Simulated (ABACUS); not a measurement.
Runs of ABACUS 3.10.1 on Ba2Tl5V3O12. The typed cell holds 22 atoms: a = 6.653 Å, b = 8.840 Å, c = 9.892 Å, α = 71.07°, β = 73.99°, γ = 70.69°. The cell was built by a generator and needn't be a form met in nature.

| level | gap on the mesh (eV) | pressure (GPa) | moment (μB) | largest force (eV/Å) |
| --- | --- | --- | --- | --- |
| RPBE | 2.94 | (b) | 0.00 | 0.44 |
| RPBE+D3(BJ) | 2.94 | -4.4 | 0.00 | 0.58 |
| RPBE+D3(BJ)+ABC | 2.94 | (a) | 0.00 | 0.58 |
| RPBE+D3 | 2.94 | 2.1 | 0.00 | 0.58 |

Alike in all rows: task single point; potentials or basis PseudoDojo NC SR 0.4.1 PBE standard, DZP LCAO (the cutoffs set its grid); spin collinear, ferromagnetic start; cell as given; k mesh 5 × 4 × 3; cutoff (eV) 1361; smearing fermi-dirac 0.05 eV.

Task: Fill in the values left out.

Result: (a) -4.3; (b) 3.1.

Caveats: the atomic orbitals were generated for these runs and aren't a published set; this release of the barium file is off; the potentials were made for another functional, which shifts forces and pressure; spin-orbit coupling is left out, which as a rule narrows the gap of such compounds by several tenths of an eV; an odd mesh through Γ misses points on the zone boundary, where band edges often lie; the basis of atomic orbitals isn't converged, which shifts pressures, moduli and gaps.

A k mesh can miss the band edges, and the runs leave out spin-orbit coupling on Ba, Tl.

Runs at the PBE level aren't shown here.
